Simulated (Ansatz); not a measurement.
**CH5Sb: small, medium and large basis sets**

How large a basis does CH5Sb need? Two functionals are run in growing sets.

Method: one geometry, several basis sets; program: Ansatz 0.2.0, Gaussian basis.

Plan: PBE0-D4/def2-SVP; ωB97M-V/def2-SVP; PBE0-D4/def2-QZVPP; ωB97M-V/def2-QZVPP; the functionals' def2-TZVPP values are taken from earlier runs.

## Step 1: Structure used throughout

All runs share one geometry, relaxed beforehand with PBE0-D4 in a triple-zeta def2 set. Sb takes the def2 core potential; no spin-orbit term is included.

7 atoms, charge 0, spin multiplicity 1.

Atoms are counted from 1 here; the program's logs count them from 0.

Bond lengths: C1–Sb2 2.162 Å, C1–H3 1.090 Å, C1–H4 1.090 Å, C1–H5 1.088 Å, Sb2–H6 1.711 Å, Sb2–H7 1.711 Å. Angles: Sb2–C1–H3 108.7°, Sb2–C1–H4 108.7°, Sb2–C1–H5 111.0°, H3–C1–H4 108.9°, H3–C1–H5 109.8°, H4–C1–H5 109.7°, C1–Sb2–H6 94.2°, C1–Sb2–H7 94.2°, H6–Sb2–H7 91.2°.

Geometry (Å):

```mol
CH5Sb
  3D, bonds by distance, orders not assigned

  7  6  0  0  0  0  0  0  0  0999 V2000
   -0.6105   -0.4787   -0.4048 C   0  0
    0.6683    0.1798    1.2089 Sb  0  0
   -0.4393   -1.5415   -0.5748 H   0  0
   -1.6492   -0.3318   -0.1093 H   0  0
   -0.4058    0.0772   -1.3171 H   0  0
    0.4116    1.8431    0.9002 H   0  0
    2.0861    0.1838    0.2511 H   0  0
  1  2  8  0
  1  3  8  0
  1  4  8  0
  1  5  8  0
  2  6  8  0
  2  7  8  0
M  END
```

## Step 2: PBE0-D4 in def2-SVP

in.yaml

```yaml
crystal:
  periodic: [false, false, false]
  atoms:
    - {symbol: C, position_ang: [-0.610520, -0.478692, -0.404760]}
    - {symbol: Sb, position_ang: [0.668275, 0.179765, 1.208918]}
    - {symbol: H, position_ang: [-0.439312, -1.541508, -0.574806]}
    - {symbol: H, position_ang: [-1.649247, -0.331800, -0.109302]}
    - {symbol: H, position_ang: [-0.405820, 0.077218, -1.317107]}
    - {symbol: H, position_ang: [0.411602, 1.843088, 0.900250]}
    - {symbol: H, position_ang: [2.086122, 0.183828, 0.251108]}
basis:
  gaussian: {orbitals: def2-SVP}
hamiltonian: {xc: pbe0, dispersion: d4}
output: {orbitals: {seedname: orbitals}}
```

Further steps of the session: ωB97M-V in def2-SVP; PBE0-D4 in def2-QZVPP; ωB97M-V in def2-QZVPP.

**Question.** What will the summary of the whole plan be? Wanted: PBE0-D4: double and triple zeta above quadruple; ωB97M-V: double and triple zeta above quadruple.

**Answer**, as computed:

| quantity | value |
| --- | --- |
| PBE0-D4: double and triple zeta above quadruple | 1.66, 0.12 eV |
| ωB97M-V: double and triple zeta above quadruple | 1.82, 0.13 eV |

**Reading.** For PBE0-D4 the step from double to triple zeta gains 1.54 eV and the next only 0.12 eV. These are total energies; as a rule much of such shifts cancels in differences, which this series doesn't test. The LUMO of ωB97M-V is positive and keeps falling with the basis (1.92 to 1.06 eV): an unbound level that the basis holds in place.
